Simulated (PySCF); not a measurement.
# H7N3Si: the cost of one run

The runs use PySCF 2.14.0; levels as typed in each script, gas phase, geometry from GFN2-xTB.

**1. The starting structure**

SMILES `N[SiH](N)N`, 11 atoms, charge 0, spin multiplicity 1.

Bond lengths: N1–Si2 1.732 Å, N1–H5 1.006 Å, N1–H6 1.008 Å, Si2–N3 1.732 Å, Si2–N4 1.731 Å, Si2–H7 1.457 Å, N3–H8 1.006 Å, N3–H9 1.008 Å, N4–H10 1.008 Å, N4–H11 1.006 Å. Angles: Si2–N1–H5 117.5°, Si2–N1–H6 119.0°, H5–N1–H6 109.3°, N1–Si2–N3 111.5°, N1–Si2–N4 111.5°, N1–Si2–H7 107.4°, N3–Si2–N4 111.5°, N3–Si2–H7 107.4°, N4–Si2–H7 107.3°, Si2–N3–H8 117.5°, Si2–N3–H9 119.0°, H8–N3–H9 109.3°, Si2–N4–H10 119.0°, Si2–N4–H11 117.5°, H10–N4–H11 109.3°.

As a file:

| atom | x (Å) | y (Å) | z (Å) |
| --- | --- | --- | --- |
| N1 | -0.4851 | 1.5798 | 0.1719 |
| Si2 | -0.0003 | 0.0000 | -0.3453 |
| N3 | 1.6110 | -0.3696 | 0.1716 |
| N4 | -1.1254 | -1.2102 | 0.1720 |
| H5 | -1.3917 | 1.9060 | -0.1188 |
| H6 | -0.3241 | 1.8514 | 1.1288 |
| H7 | -0.0019 | 0.0001 | -1.8026 |
| H8 | 2.3467 | 0.2524 | -0.1194 |
| H9 | 1.7659 | -0.6447 | 1.1285 |
| H10 | -1.4408 | -1.2067 | 1.1290 |
| H11 | -0.9545 | -2.1584 | -0.1189 |

**2. Density, bond paths and surface potential (wB97X/def2-tzvp)**

The input, input.py:

```python
import numpy as np
from pyscf import gto, scf, dft
from pyscf.scf import atom_ks, atom_hf
from scipy.linalg import block_diag

def solve(mol, dm0=None, hcore=None):
    mf = (dft.UKS if mol.spin else dft.RKS)(mol, xc='wb97x')
    mf.grids.level = 3
    mf = mf.density_fit(auxbasis='def2-universal-jkfit')
    mf.conv_tol, mf.max_cycle = 1e-8, 80
    if hcore is not None:
        mf.get_hcore = lambda *args: hcore
    mf.kernel(dm0)
    if not mf.converged:
        mf = mf.newton().run(mf.mo_coeff, mf.mo_occ, max_cycle=30)
    assert mf.converged, 'SCF not converged'
    return mf

mol = gto.M(atom='''
N     -0.48507     1.57985     0.17189
Si    -0.00027    -0.00003    -0.34534
N      1.61102    -0.36965     0.17157
N     -1.12535    -1.21017     0.17199
H     -1.39172     1.90596    -0.11881
H     -0.32408     1.85141     1.12882
H     -0.00188     0.00009    -1.80260
H      2.34669     0.25243    -0.11939
H      1.76592    -0.64473     1.12850
H     -1.44080    -1.20665     1.12900
H     -0.95451    -2.15836    -0.11888
''', basis='def2-tzvp', charge=0, spin=0, verbose=4)
mf = solve(mol)
mf.analyze()
# spherically averaged free atoms, for the promolecule
atm = atom_ks.get_atm_nrks(mol, xc='wb97x')
pro = block_diag(*[(atm[a[0]][2] * atm[a[0]][3]) @ atm[a[0]][2].T for a in mol._atom])
np.savez('result.npz', e=mf.e_tot, c=mf.mo_coeff, occ=mf.mo_occ, eps=mf.mo_energy, pro=pro, dip=mf.dip_moment(verbose=0), s2=mf.spin_square()[0])
```

Launch:

```bash
$ OMP_NUM_THREADS=1 python input.py
```

**Question.** How long does this run take on 1 thread of Intel Xeon 6975P-C (Granite Rapids), shared host, and how much memory does it need?

About 10 s, with a peak of 0.67 GiB.
